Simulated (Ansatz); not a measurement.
# C₂H₈FGaSe: how energies converge with the basis set

An exercise on one series of results from a longer session: the logs are not shown, and one member is left open.

Method: one geometry, several basis sets; program: Ansatz 0.2.0, Gaussian basis.

Plan: PBE0-D4/def2-SVP; ωB97M-V/def2-SVP; PBE0-D4/def2-QZVPP; ωB97M-V/def2-QZVPP; the functionals' def2-TZVPP values are taken from earlier runs.

## Structure used throughout

An earlier PBE0-D4 in a triple-zeta def2 set relaxation fixed the geometry.

SMILES `[CH3][Ga-]([CH3])([F])[SeH2+]`, 13 atoms, charge 0, spin multiplicity 1.

Atoms are counted from 1 here; the program's logs count them from 0.

Bond lengths: C1–Ga2 1.965 Å, C1–H6 1.092 Å, C1–H7 1.091 Å, C1–H8 1.093 Å, Ga2–C3 1.965 Å, Ga2–F4 1.798 Å, Ga2–Se5 2.814 Å, C3–H9 1.091 Å, C3–H10 1.093 Å, C3–H11 1.092 Å, Se5–H12 1.468 Å, Se5–H13 1.469 Å. Angles: Ga2–C1–H6 111.7°, Ga2–C1–H7 110.7°, Ga2–C1–H8 109.9°, H6–C1–H7 108.9°, H6–C1–H8 107.8°, H7–C1–H8 107.7°, C1–Ga2–C3 131.0°, C1–Ga2–F4 112.4°, C1–Ga2–Se5 99.3°, C3–Ga2–F4 112.7°, C3–Ga2–Se5 100.7°, F4–Ga2–Se5 87.4°, Ga2–C3–H9 110.6°, Ga2–C3–H10 110.1°, Ga2–C3–H11 111.6°, H9–C3–H10 107.8°, H9–C3–H11 108.9°, H10–C3–H11 107.7° and more.

As a file:

```
C    -2.00753    0.39189    0.15226
Ga   -0.20521   -0.17804   -0.38467
C     0.86086   -1.74470    0.13661
F     0.27942    0.49246   -1.98151
Se    1.29643    1.88923    0.79422
H    -2.13638    0.35269    1.23589
H    -2.20989    1.40790   -0.19106
H    -2.75509   -0.26675   -0.29745
H     1.86935   -1.67601   -0.27474
H     0.40180   -2.65701   -0.25282
H     0.92670   -1.84386    1.22228
H     2.56032    1.27077    0.37545
H     1.13964    2.52672   -0.51966
```

The first run:

Input file in.yaml:

```yaml
crystal:
  periodic: [false, false, false]
  atoms:
    - {symbol: C, position_ang: [-2.007535, 0.391895, 0.152257]}
    - {symbol: Ga, position_ang: [-0.205206, -0.178043, -0.384672]}
    - {symbol: C, position_ang: [0.860865, -1.744695, 0.136606]}
    - {symbol: F, position_ang: [0.279415, 0.492456, -1.981511]}
    - {symbol: Se, position_ang: [1.296431, 1.889232, 0.794219]}
    - {symbol: H, position_ang: [-2.136384, 0.352693, 1.235892]}
    - {symbol: H, position_ang: [-2.209893, 1.407900, -0.191061]}
    - {symbol: H, position_ang: [-2.755094, -0.266749, -0.297447]}
    - {symbol: H, position_ang: [1.869354, -1.676006, -0.274737]}
    - {symbol: H, position_ang: [0.401796, -2.657012, -0.252820]}
    - {symbol: H, position_ang: [0.926697, -1.843862, 1.222282]}
    - {symbol: H, position_ang: [2.560317, 1.270770, 0.375449]}
    - {symbol: H, position_ang: [1.139638, 2.526720, -0.519657]}
basis:
  gaussian: {orbitals: def2-SVP}
hamiltonian: {xc: pbe0, dispersion: d4}
output: {orbitals: {seedname: orbitals}}
```

The run is started by

```sh
ansatz run in.yaml --threads 4 --pin off --events-out ev --progress --plain --max-ram 11315MiB
```

Among the steps run: PBE0-D4 in def2-SVP; ωB97M-V in def2-SVP; PBE0-D4 in def2-QZVPP; ωB97M-V in def2-QZVPP.

One table of the session follows, with a row left open; its other results are not shown here.

It belongs to the step «Functionals by basis». 

| functional | basis | HOMO (eV) |
| --- | --- | --- |
| PBE0-D4 | def2-SVP | ? |
| PBE0-D4 | def2-TZVPP | -7.54 |
| PBE0-D4 | def2-QZVPP | -7.56 |
| ωB97M-V | def2-SVP | -9.67 |
| ωB97M-V | def2-TZVPP | -9.77 |
| ωB97M-V | def2-QZVPP | -9.79 |

Estimate the missing values for PBE0-D4, def2-SVP.

The run gave: HOMO (eV): -7.44. In the column «HOMO (eV)» it is the highest.
